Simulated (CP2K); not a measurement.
# A workflow on BBr2 (SMILES Br[B]Br)

Wanted: a geometry optimisation (GFN2-xTB), then the harmonic vibrations of BBr2. 

The calculation is run with CP2K 2026.2.

2 further runs of the same task are left out: 2 set aside as unsound or not needed.

**1. The molecule**

BBr2: 3 atoms, total charge 0, spin state doublet. As SMILES, `Br[B]Br`. The shape is that of a GFN2-xTB optimisation. The run starts from this shape.

Bond lengths: Br1–B2 1.862 Å, B2–Br3 1.862 Å. Angles: Br1–B2–Br3 123.3°.

**2. A geometry optimisation at GFN2-xTB (run 1)**

The input, run.inp:

```
&global
    project_name run
    run_type GEO_OPT
    print_level LOW
&end global
&force_eval
    method Quickstep
    &dft
        charge 0
        multiplicity 2
        unrestricted_kohn_sham T
        &qs
            method XTB
            eps_default 1.0E-10
            &xtb
                gfn_type TBLITE
                &tblite
                    method GFN2
                &end tblite
                check_atomic_charges F
            &end xtb
        &end qs
        &poisson
            periodic NONE
            poisson_solver ANALYTIC
        &end poisson
        &scf
            scf_guess ATOMIC
            eps_scf 1.0E-07
            max_scf 150
            added_mos 2
            &diagonalization
                algorithm STANDARD
            &end diagonalization
            &mixing
                method DIRECT_P_MIXING
                alpha 0.4
            &end mixing
            &smear ON
                method FERMI_DIRAC
                electronic_temperature [K] 300
            &end smear
        &end scf
        &print
            &moments
                periodic F
                reference COM
                max_moment 1
            &end moments
            &mulliken OFF
            &end mulliken
            &hirshfeld OFF
            &end hirshfeld
        &end print
    &end dft
    &subsys
        &cell
            abc [angstrom] 10.5 9.7 9.2
            periodic NONE
        &end cell
        &coord
            UNIT bohr
            Br    -2.1492611     2.0862954    -0.9648942
            B     -0.4700505    -0.9457701    -0.3547205
            Br     2.6193116    -1.1405253     1.3196147
        &end coord
        &topology
            &center_coordinates
            &end center_coordinates
        &end topology
    &end subsys
&end force_eval
&motion
    &geo_opt
        optimizer BFGS
        max_iter 100
        max_force 1.0E-04
        rms_force 6.7E-05
    &end geo_opt
    &print
        &trajectory
            &each
                geo_opt 1
            &end each
        &end trajectory
        &forces ON
            &each
                geo_opt 1
            &end each
        &end forces
        &restart OFF
        &end restart
        &restart_history OFF
        &end restart_history
    &end print
&end motion
```

Started as:

```bash
$ OMP_NUM_THREADS=1 cp2k.psmp -i run.inp > run.out 2>&1
```

The program printed:

```text
CP2K| version string:                                       CP2K version 2026.2
[...]
 GLOBAL| Method name                                                        CP2K
[...]
 GLOBAL| Run type                                                        GEO_OPT
[...]
                             - Atoms:                                          3
[...]
                             - Spherical basis functions:                     22
[...]
 Number of electrons:                                                          9
[...]
  *** SCF run converged in    18 steps ***
[...]
 ENERGY| Total FORCE_EVAL ( QS ) energy [hartree]             -9.378335340134811
[...]
 OPT| Step number                                                              0
[...]
 OPT| Total energy [hartree]                                       -9.3783353401
[...]
 OPT| Step number                                                              2
[...]
 OPT| Total energy [hartree]                                       -9.3783448399
[...]
 OPT| Step number                                                              3
[...]
 OPT| Total energy [hartree]                                       -9.3783448453
[...]
 ***                    GEOMETRY OPTIMIZATION COMPLETED                      ***
[...]
  *** SCF run converged in     2 steps ***
[...]
  Fermi energy:                                                -0.34186186960039
[...]
 TB_DIPOLE| Moment [Debye]         -0.55944227      -1.12563197      -0.42217943
 TB_DIPOLE| Derivative [a.u.]       0.00000000       0.00000000       0.00000000
 ENERGY| Total FORCE_EVAL ( QS ) energy [hartree]             -9.378344845271418
[...]
```

Wall time 1.3 s (1 thread of Intel Xeon Platinum 8488C (Sapphire Rapids), shared host); peak memory 0.18 GiB.

Steps, from the record of the run:

| step | energy from the first frame kept (eV) | largest force (eV/Å) |
| --- | --- | --- |
| 1 | 0.0000 | 0.0299 |
| 2 | 0.0000 | 0.0017 |
| 3 | 0.0000 | 0.0007 |
| 4 | 0.0000 | 0.0007 |

After the run. Bond lengths: Br1–B2 1.865 Å, B2–Br3 1.865 Å. Angles: Br1–B2–Br3 122.8°.

**3. Vibrational wavenumbers at GFN2-xTB (run 2)**

The input, mol.inp:

```
&GLOBAL
   PROJECT mol
   RUN_TYPE VIBRATIONAL_ANALYSIS
   PRINT_LEVEL LOW
&END

&FORCE_EVAL
   METHOD QUICKSTEP
   &DFT
      CHARGE 0
      MULTIPLICITY 2
      UNRESTRICTED_KOHN_SHAM T
      &QS
         METHOD XTB
         EPS_DEFAULT 1.0E-10
         &XTB
            GFN_TYPE TBLITE
            &TBLITE
               METHOD GFN2
            &END
            CHECK_ATOMIC_CHARGES F
         &END
      &END
      &POISSON
         PERIODIC NONE
         POISSON_SOLVER ANALYTIC
      &END
      &SCF
         SCF_GUESS ATOMIC
         EPS_SCF 1.0E-08
         MAX_SCF 150
         ADDED_MOS 2
         &DIAGONALIZATION
            ALGORITHM STANDARD
         &END
         &MIXING
            METHOD DIRECT_P_MIXING
            ALPHA 0.4
         &END
         &SMEAR ON
            METHOD FERMI_DIRAC
            ELECTRONIC_TEMPERATURE [K] 300
         &END
      &END
      &PRINT
         &MOMENTS
            PERIODIC F
            REFERENCE COM
            MAX_MOMENT 1
         &END
         &MULLIKEN OFF
         &END
         &HIRSHFELD OFF
         &END
      &END
   &END
   &SUBSYS
      &CELL
         ABC [angstrom] 10.5 9.7 9.2
         PERIODIC NONE
      &END
      &COORD
         UNIT bohr
         Br     7.5411127    10.7815414     7.5531673
         B      9.2116023     7.7376972     8.1573524
         Br    12.3053957     7.5576233     9.8356220
      &END
      &TOPOLOGY
         &CENTER_COORDINATES
         &END
      &END
   &END
&END

&VIBRATIONAL_ANALYSIS
   DX 0.01
   INTENSITIES T
   NPROC_REP 1
   &PRINT
      &PROGRAM_RUN_INFO ON
      &END
   &END
&END
```

Started as:

```bash
$ OMP_NUM_THREADS=1 cp2k.psmp -i mol.inp > mol.out 2>&1
```

The program printed:

```text
CP2K| version string:                                       CP2K version 2026.2
[...]
 GLOBAL| Method name                                                        CP2K
[...]
 GLOBAL| Run type                                           VIBRATIONAL_ANALYSIS
[...]
                             - Atoms:                                          3
[...]
                             - Spherical basis functions:                     22
[...]
  Dipole moment [Debye]
    X=   -0.00202695 Y=    0.00115294 Z=   -0.00202338     Total=     0.00308737
 VIB|
[...]
 VIB|Frequency (cm^-1)  1.6713522725E+02    5.9116012111E+02    7.7600290802E+02
 VIB|IR int (KM/Mole)   9.5313746427E-01    1.2716915941E+01    2.8446890213E+02
[...]
```

Wall time 2.1 s (1 thread of Intel Xeon Platinum 8488C (Sapphire Rapids), shared host); peak memory 0.19 GiB.

**4. What came out**

| quantity | value |
| --- | --- |
| run 1, GFN2-xTB: total energy at the end | -9.37834 Eh |
| run 1, GFN2-xTB: dipole moment (from atomic charges alone) | 1.33 D |
| run 2, GFN2-xTB: lowest harmonic wavenumber | 167 cm⁻¹ |
| run 2, GFN2-xTB: highest harmonic wavenumber | 776 cm⁻¹ |
| run 2, GFN2-xTB: zero-point energy | 9.2 kJ/mol |

What this shows: The dipole (run 1, GFN2-xTB) comes from point charges on the atoms alone, without atomic dipoles, so it is partial. The optimisation (run 1, GFN2-xTB) took 3 steps and changed the energy by -0.000 eV. All 3 modes (run 2, GFN2-xTB) are real, so the shape is a minimum at this level.
